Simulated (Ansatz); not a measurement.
Runs of Ansatz 0.2.0 on CsLiCr2Te2S3. The typed cell holds 9 atoms: a = 6.108 Å, b = 6.358 Å, c = 7.995 Å, α = 101.14°, β = 99.87°, γ = 111.27°. The cell was built by a generator and needn't be a form met in nature.

```csv
task,level,potentials or basis,U,cell,k mesh,cutoff (eV),points for each segment of the path,hubbard projectors,double counting,mesh quality,gap on the mesh (eV),pressure (GPa),moment (μB),relaxed volume (Å³/atom),largest force (eV/Å)
single point,HSE03,Ansatz PAW,-,as given,2 × 2 × 2,420,-,-,-,coarse,none,-,5.00,-,0.37
single point,PBE,SPMS NC,-,as given,5 × 5 × 4,871,-,-,-,not flagged,none,0.2,5.49,-,0.08
relaxation of cell and atoms,PBE+D3(BJ)+ATM,Ansatz PAW,-,relaxed,4 × 4 × 3,420,-,-,-,not flagged,none,0.0,5.50,28.37,-
relaxation of cell and atoms,PBE,Ansatz PAW,-,relaxed,4 × 4 × 3,420,-,-,-,not flagged,none,0.0,5.50,30.53,0.01
band structure,PBEsol,Ansatz PAW,-,as given,5 × 5 × 4,420,10,-,-,not flagged,none,(b),5.37,-,(c)
projected density of states,PBE+U,Ansatz PAW,Cr d U = 2 eV,as given,5 × 5 × 4,420,-,ortho-atomic (the default),fll (the default),not flagged,-,1.2,5.92,-,(a)
phonons,PBE,Ansatz PAW,-,as given,3 × 3 × 3,420,-,-,-,coarse,-,-,5.95,-,-
```

Alike in all rows: spin collinear, ferromagnetic start; smearing fermi-dirac 0.05 eV.

Task: Fill in the values left out.

Result: (a) 0.42; (b) -1.9; (c) 0.35.

Caveats: some runs use coarse meshes; only a ferromagnetic start was run, and an antiferromagnetic order may lie lower in energy; the magnetic or orbital state may not be the lowest (some runs); the PAW data sets come from PBE, with cores solved anew for the run's functional, which leaves a small shift of forces and pressure (some runs); the plane-wave basis is chosen anew once the cell has moved, so the energies of steps on either side of that aren't comparable (some runs); odd divisions of the mesh miss points on the zone boundary, where band edges often lie, so the gap on the mesh can be too wide (some runs); pairwise dispersion overbinds metals, which lowers pressure and volume (some runs); the density of states is complete only up to the lowest level of the last band computed (some runs).

A k mesh can miss the band edges, and the runs leave out spin-orbit coupling on Cs, Te.

A gap of «none» marks a metal or a gap under the smearing width.

Not every run made on this cell is shown here.
